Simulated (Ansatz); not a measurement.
# Ta: the cost of one run

Method: DFT PBEsol, scalar-relativistic, in Ansatz 0.2.0.

**1. The structure to begin with**

The structure is cubic, space group Fm-3m (No. 225). The conventional cell has a = 4.220 Å, b = 4.220 Å, c = 4.220 Å, α = 90.00°, β = 90.00°, γ = 90.00°. Around Ta (site symmetry m-3m) lie 12 Ta at 2.98 Å.

Structure file:

```xyz
1
Lattice="0.0000 2.1100 2.1100 2.1100 0.0000 2.1100 2.1100 2.1100 0.0000" Properties=species:S:1:pos:R:3 pbc="T T T"
Ta    0.0000    0.0000    0.0000
```

**2. After the deformation**

Space group Fm-3m before, I4/mmm after.

**3. LAPW, all electrons**

input.yaml

```yaml
crystal:
  lattice:
    - [0.0, 2.0678, 2.11]
    - [2.0678, 0.0, 2.11]
    - [2.0678, 2.0678, 0.0]
  atoms:
    - { symbol: Ta, position: [0.0, 0.0, 0.0] }
kpoints:
  mp_grid: { grid: [17, 17, 17] }
  band_path:
    path:
      - [0.0, 0.0, 0.0]
      - [0.0, 0.5, 0.5]
      - [0.25, 0.75, 0.5]
      - [0.0, 0.5, 0.0]
      - [0.0, 0.0, 0.0]
      - [0.5, 0.5, 0.0]
      - [0.37005, 0.62995, 0.0]
      - [-0.37005, 0.37005, 0.0]
      - [0.0, 0.0, 0.0]
    npoints: 5
scf:
  occupations: { method: fermi_dirac, width: 0.05 }
hamiltonian:
  xc: pbesol
  pseudopotentials: { kind: all_electron, lapw: { basis_error: 0.001 } }
output:
  forces: true
  stress: true
  eigenvalues: true
```

Run with:

```bash
ansatz run input.yaml --threads 1 --pin off --max-ram 3072MiB --backend cpu --events-out ev --progress --plain --runs-dir out
```

What time and memory should one allow on 1 thread of Intel Xeon Platinum 8488C (Sapphire Rapids), shared host?

About 34 s, with a peak of 0.64 GiB.
